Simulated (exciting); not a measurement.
# WS (I4/mmm) in exciting: single point with PBE

Aim: the single point of WS with PBE.

Program: exciting (release sodium). These are calculated values, not measurements. Logs are shortened: lines on timing, memory, paths and dates and some standing lists are left out, and cuts for length are marked.

### 1 The structure

The structure is tetragonal, space group I4/mmm (No. 139). The conventional cell has a = 4.313 Å, b = 4.313 Å, c = 4.949 Å, α = 90.00°, β = 90.00°, γ = 90.00°. W (site symmetry 4/mmm) has 2 S at 2.47 Å as nearest neighbours. S (site symmetry 4/mmm) has 2 W at 2.47 Å as nearest neighbours.

The cell was built by a generator and needn't be a form met in nature.

### 2 Single point, PBE

Contents of input.xml:

```xml
<input>
  <title>WS</title>
  <structure speciespath="./" tshift="false">
    <crystal scale="1">
      <basevect>-4.075128757567 4.075128757567 4.676555375045</basevect>
      <basevect>4.075128757567 -4.075128757567 4.676555375045</basevect>
      <basevect>4.075128757567 4.075128757567 -4.676555375045</basevect>
    </crystal>
    <species speciesfile="W.xml" rmt="2.3">
      <atom coord="0.500000000000 0.500000000000 0.000000000000"/>
    </species>
    <species speciesfile="S.xml" rmt="1.9">
      <atom coord="0.000000000000 0.000000000000 0.000000000000"/>
    </species>
  </structure>
  <groundstate do="fromscratch" ngridk="6 6 6" rgkmax="6.5" gmaxvr="14" lmaxapw="10" lmaxmat="10" lmaxvr="8" xctype="GGA_PBE" stype="Gaussian" swidth="0.00036749" nempty="14" ValenceRelativity="iora*" epsengy="1e-05" epspot="1e-05" maxscl="60" tforce="true" outputlevel="low"/>
</input>
```

Potentials or basis: all-electron LAPW+lo, shipped species files, valence relativity iora*.

On the command line:

```bash
OMP_NUM_THREADS=1 exciting_smp
```

INFO.OUT:

```text
================================================================================
EXCITING SODIUM started
[... 10 lines left out ...]

 Lattice vectors (cartesian) :
     -4.0751287576      4.0751287576      4.6765553750
      4.0751287576     -4.0751287576      4.6765553750
      4.0751287576      4.0751287576     -4.6765553750

 Reciprocal lattice vectors (cartesian) :
     -0.0000000000      0.7709186238      0.6717749287
      0.7709186238     -0.0000000000      0.6717749287
      0.7709186238      0.7709186238      0.0000000000

 Unit cell volume                           :     310.6481295347
 Brillouin zone volume                      :       0.7984925382

 Species :    1 (W)
     parameters loaded from                 :    W.xml
     name                                   :    tungsten

     atomic positions (lattice) :
       1 :   0.50000000  0.50000000  0.00000000

 Species :    2 (S)
     parameters loaded from                 :    S.xml
     name                                   :    sulphur

     atomic positions (lattice) :
       1 :   0.00000000  0.00000000  0.00000000

 Total number of atoms per unit cell        :       2

 Spin treatment                             :    spin-unpolarised

 Number of Bravais lattice symmetries       :      16
 Number of crystal symmetries               :      16

 k-point grid                               :       6    6    6
 Total number of k-points                   :      30
 k-point set is reduced with crystal symmetries

 R^MT_min * |G+k|_max (rgkmax)              :       6.50000000

 G-vector grid sizes                        :      36    36    36
 Total number of G-vectors                  :   14441

 Total nuclear charge                       :     -90.00000000
 Total electronic charge                    :      90.00000000

 Number of empty states                     :      14
 Total number of valence states             :      32

 Exchange-correlation type                  :      20
     Perdew-Burke-Ernzerhof, Phys. Rev. Lett. 77, 3865 (1996)
     Generalised gradient approximation (GGA)

 Smearing scheme                            :    Gaussian
 Smearing width                             :       0.00036749

++++++++++++++++++++++++++++++++++++++++++++++++++++++++++++++++++++++++++++++++
+ Ending initialization                                                        +
++++++++++++++++++++++++++++++++++++++++++++++++++++++++++++++++++++++++++++++++

********************************************************************************
* Groundstate module started                                                   *
********************************************************************************
 Output level for this task is set to low

++++++++++++++++++++++++++++++++++++++++++++++++++++++++++++++++++++++++++++++++
[... 5 lines left out ...]
+ SCF iteration number :    1                                                  +
++++++++++++++++++++++++++++++++++++++++++++++++++++++++++++++++++++++++++++++++
 Total energy                               :    -16550.75430928
 _______________________________________________________________
 Fermi energy                               :         0.29075751
 DOS at Fermi energy (states/Ha/cell)       :       138.81043471
 Electron charge: Core leakage              :         0.00051517

++++++++++++++++++++++++++++++++++++++++++++++++++++++++++++++++++++++++++++++++
+ SCF iteration number :    2                                                  +
++++++++++++++++++++++++++++++++++++++++++++++++++++++++++++++++++++++++++++++++
 Total energy                               :    -16564.88179029
 _______________________________________________________________
 Fermi energy                               :         0.27077362
 DOS at Fermi energy (states/Ha/cell)       :       516.75849092
 Electron charge: Core leakage              :         0.00051962

 RMS change in effective potential (target) :  0.509066E-01  ( 0.100000E-04)
 Absolute change in total energy   (target) :   14.1275      ( 0.100000E-04)
 Charge distance                   (target) :  0.742720E-02  ( 0.100000E-04)
 Abs. change in max-nonIBS-force   (target) :   0.00000      ( 0.500000E-04)

++++++++++++++++++++++++++++++++++++++++++++++++++++++++++++++++++++++++++++++++
+ SCF iteration number :    3                                                  +
++++++++++++++++++++++++++++++++++++++++++++++++++++++++++++++++++++++++++++++++
 Total energy                               :    -16564.90463177
 _______________________________________________________________
 Fermi energy                               :         0.26754565
 DOS at Fermi energy (states/Ha/cell)       :       594.17680297
 Electron charge: Core leakage              :         0.00051796

 RMS change in effective potential (target) :  0.380623E-01  ( 0.100000E-04)
 Absolute change in total energy   (target) :  0.228415E-01  ( 0.100000E-04)
 Charge distance                   (target) :  0.128865E-02  ( 0.100000E-04)
 Abs. change in max-nonIBS-force   (target) :   0.00000      ( 0.500000E-04)

++++++++++++++++++++++++++++++++++++++++++++++++++++++++++++++++++++++++++++++++
+ SCF iteration number :    4                                                  +
++++++++++++++++++++++++++++++++++++++++++++++++++++++++++++++++++++++++++++++++
 Total energy                               :    -16566.98398288
 _______________________________________________________________
 Fermi energy                               :         0.26332745
 DOS at Fermi energy (states/Ha/cell)       :       379.45928538
 Electron charge: Core leakage              :         0.00051084
[... 99 lines left out ...]
 RMS change in effective potential (target) :  0.556229E-06  ( 0.100000E-04)
 Absolute change in total energy   (target) :  0.133807E-02  ( 0.100000E-04)
 Charge distance                   (target) :  0.111584E-05  ( 0.100000E-04)
 Abs. change in max-nonIBS-force   (target) :   0.00000      ( 0.500000E-04)

++++++++++++++++++++++++++++++++++++++++++++++++++++++++++++++++++++++++++++++++
+ SCF iteration number :   12                                                  +
++++++++++++++++++++++++++++++++++++++++++++++++++++++++++++++++++++++++++++++++
 Total energy                               :    -16565.20048736
 _______________________________________________________________
 Fermi energy                               :         0.26013940
 DOS at Fermi energy (states/Ha/cell)       :       402.92200548
 Electron charge: Core leakage              :         0.00051141

 RMS change in effective potential (target) :  0.407327E-06  ( 0.100000E-04)
 Absolute change in total energy   (target) :  0.757394E-05  ( 0.100000E-04)
 Charge distance                   (target) :  0.130204E-06  ( 0.100000E-04)
 Abs. change in max-nonIBS-force   (target) :   0.00000      ( 0.500000E-04)

++++++++++++++++++++++++++++++++++++++++++++++++++++++++++++++++++++++++++++++++
+ SCF iteration number :   13                                                  +
++++++++++++++++++++++++++++++++++++++++++++++++++++++++++++++++++++++++++++++++
 Total energy                               :    -16565.20048490
 _______________________________________________________________
 Fermi energy                               :         0.26013932
 DOS at Fermi energy (states/Ha/cell)       :       402.93767591
 Electron charge: Core leakage              :         0.00051141

 RMS change in effective potential (target) :  0.205299E-06  ( 0.100000E-04)
 Absolute change in total energy   (target) :  0.245905E-05  ( 0.100000E-04)
 Charge distance                   (target) :  0.516764E-07  ( 0.100000E-04)
 Abs. change in max-nonIBS-force   (target) :   0.00000      ( 0.500000E-04)

++++++++++++++++++++++++++++++++++++++++++++++++++++++++++++++++++++++++++++++++
| Convergency criteria checked for the last 2 iterations                       +
| Convergence targets achieved. Performing final SCF iteration                 +
++++++++++++++++++++++++++++++++++++++++++++++++++++++++++++++++++++++++++++++++
 Total energy                               :    -16565.20054586
 _______________________________________________________________
 Fermi energy                               :         0.26013928
 DOS at Fermi energy (states/Ha/cell)       :       402.93061087
 Electron charge: Core leakage              :         0.00051141

++++++++++++++++++++++++++++++++++++++++++++++++++++++++++++++++++++++++++++++++
+ Self-consistent loop stopped                                                 +
++++++++++++++++++++++++++++++++++++++++++++++++++++++++++++++++++++++++++++++++
 STATE.OUT is written

--------------------------------------------------------------------------------
- Writing atomic positions and forces                                          -
--------------------------------------------------------------------------------

 Atomic positions (lattice) :
 atom     1   W  :     0.50000000    0.50000000    0.00000000
 atom     2   S  :     0.00000000    0.00000000    0.00000000

 Total atomic forces including IBS (cartesian) :
 atom     1   W  :     0.00000000    0.00000000   -0.00000000
 atom     2   S  :     0.00000000   -0.00000000    0.00000000

 Atomic force components including IBS (cartesian) :
 atom     1   W  :     0.00000000    0.00000000    0.00000000   HF force
                 :     0.00000000    0.00000000   -0.00000000   core correction
                 :     0.00000000    0.00000000   -0.00000000   IBS correction
 atom     2   S  :     0.00000000   -0.00000000   -0.00000000   HF force
                 :    -0.00000000    0.00000000    0.00000000   core correction
                 :     0.00000000    0.00000000    0.00000000   IBS correction

********************************************************************************
[... 7 lines left out ...]
| EXCITING SODIUM stopped                                                      =
================================================================================
```

It took 1.8 min on 1 thread of Intel Xeon at 2.50GHz (Skylake/Cascade Lake), shared host; peak memory 0.15 GiB.

Results:

| Item | Value |
| --- | --- |
| Free energy | -450762.0710 eV |
| Band gap on the k mesh | none (metal or under the smearing width) |

Caveat: rgkmax is low for these elements, so energy differences scatter by about 1 meV per atom. Spin-orbit coupling is left out, which matters for the levels of W.
